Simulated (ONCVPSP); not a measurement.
**Pseudopotential generation for germanium: ONCV, PBEsol**

Do these settings give a usable potential? It is generated, then checked for transferability, scattering, ghosts and hardness.

The numbers are computed with ONCVPSP 4.0.1.1 (patched build) (PBEsol, scalar-relativistic, spin-unpolarised reference atom).

### 1 The atom and the settings

Typed settings, in words:

| Quantity | Value |
| --- | --- |
| element | germanium (Ge, Z = 32) |
| type | optimised norm-conserving Vanderbilt (ONCV) |
| frozen core | [Ar] |
| valence charge | 14 |
| reference configuration | 3d10 4s2 4p2 |
| partial waves | 4s: rc 1.30 bohr, ncon 3, nbas 6, qcut 5.3 1/bohr, 3 projectors, debl 0.4 Ha; 4p: rc 1.55 bohr, ncon 4, nbas 7, qcut 4.6 1/bohr, 2 projectors, debl 2.1 Ha; 3d: rc 1.25 bohr, ncon 3, nbas 7, qcut 14.7 1/bohr, 2 projectors, debl 1.3 Ha |
| local potential | polynomial inside 1.20 bohr (lpopt 5, dvloc0 1 Ha) |
| core correction | not asked for |

An earlier all-electron run gives the scale for the radii.

All-electron outer shells of the reference configuration (PBEsol, scalar-relativistic, ld1.x):

```csv
shell,level (eV),outermost node (bohr),outermost maximum (bohr)
3s,-168.12,0.26,0.54
3p,-115.43,0.23,0.54
3d,-29.31,–,0.50
4s,-11.74,0.77,1.75
4p,-3.90,0.82,2.22
```

### 2 Generating the potential

Input file Ge.dat:

```
# ATOM AND REFERENCE CONFIGURATION
# atsym  z   nc   nv     iexc    psfile
  Ge 32.00    5    3  -116133      upf
#
#   n    l    f
    1    0    2.00
    2    0    2.00
    2    1    6.00
    3    0    2.00
    3    1    6.00
    3    2   10.00
    4    0    2.00
    4    1    2.00
#
# PSEUDOPOTENTIAL AND OPTIMIZATION
# lmax
    2
#
#   l,   rc,      ep,       ncon, nbas, qcut
    0    1.30    0.00    3    6    5.30
    1    1.55    0.00    4    7    4.60
    2    1.25    0.00    3    7   14.70
#
# LOCAL POTENTIAL
# lloc, lpopt,  rc(5),   dvloc0
    4    5    1.20    1.00
#
# VANDERBILT-KLEINMAN-BYLANDER PROJECTORs
# l, nproj, debl
    0    3    0.40
    1    2    2.10
    2    2    1.30
#
# MODEL CORE CHARGE
# icmod, fcfact, rcfact
    0    0.00    0.00
#
# LOG DERIVATIVE ANALYSIS
# epsh1, epsh2, depsh
   -3.00    5.00    0.02
#
# OUTPUT GRID
# rlmax, drl
    6.00    0.01
#
# TEST CONFIGURATIONS
# ncnf
    4
# nvcnf
#   n    l    f
    3
    3    2   10.00
    4    0    2.00
    4    1    1.00
#
    3
    3    2   10.00
    4    0    2.00
    4    1    0.00
#
    3
    3    2   10.00
    4    0    1.00
    4    1    0.00
#
    3
    3    2    9.00
    4    0    2.00
    4    1    3.00
#
```

Launch:

```bash
$ oncvpsp.x < Ge.dat > Ge.out
```

**Question.** What will these runs give? Wanted: cutoffs for 1 and 0.1 mHa per electron, occupied waves; bound ghosts; GHOST(+) flags; largest test error; largest phase difference near zero energy, channels read; projector energies reset by the program.

The runs gave:

| quantity | value |
| --- | --- |
| cutoffs for 1 and 0.1 mHa per electron, occupied waves | 78 Ha and 87 Ha |
| bound ghosts | s at -228.31 eV, s at -138.39 eV |
| GHOST(+) flags | p at 1273 eV (1 near or above the test basis's cutoff) |
| largest test error (AE − PS) | -240 meV, for 3d9 4s2 4p3 |
| largest phase difference near zero energy, channels read | 0.001 rad |
| projector energies reset by the program | s: -0.432, 0.250, 0.650 Ha |

In words: A bound ghost (s) makes it unfit for use: electrons can fall into a state that the atom doesn't have. By total energies transferability is poor: the largest error is 240 meV on 29.6 eV, for 3d9 4s2 4p3. The potential is very hard: the looser tolerance needs 78 Ha. At the looser tolerance the 3d wave is the slowest; 4s needs 25 Ha. Near zero energy the phases of the channels with partial waves agree within 0.001 rad. The program also flags highly localised states, GHOST(+) (p). These are tests on the free atom; a crystal test is still owed.
